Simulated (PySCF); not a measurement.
# CBrClF2 (Bromochlorodifluoromethane): the cost of one run

Computed with PySCF 2.14.0 and routines of our own; the level stands in each step. Atoms count from 0.

### Step 1. The starting structure

5 atoms, charge 0, multiplicity 1; geometry from: GFN2-xTB.

### Step 2. Relaxing the molecule at PBE0-D3(BJ)/def2-SVP

The job: settings as JSON, then the geometry in Å.

```
{"job": {"xc": "PBE0", "basis": "def2-SVP", "d3": "d3bj", "grid": 1, "maxiter": 30, "shake": 0.01, "kind": "geom"}, "charge": 0, "multiplicity": 1}
F     -0.252400    -0.998620    -0.951140
C     -0.070830    -0.090520     0.005170
F     -0.332120    -0.685380     1.155980
Cl    -1.115930     1.309070    -0.206620
Br     1.804860     0.431480    -0.041280
```

The run is started by

```sh
$ OMP_NUM_THREADS=1 python heavy_run.py task.json out
```

One launch serves the whole session: the jobs run in the order shown.

Q: Estimate the wall time and peak memory of this first job on 1 thread of Arm Neoverse V2, shared host.

About 19 s, with a peak of 0.38 GiB.
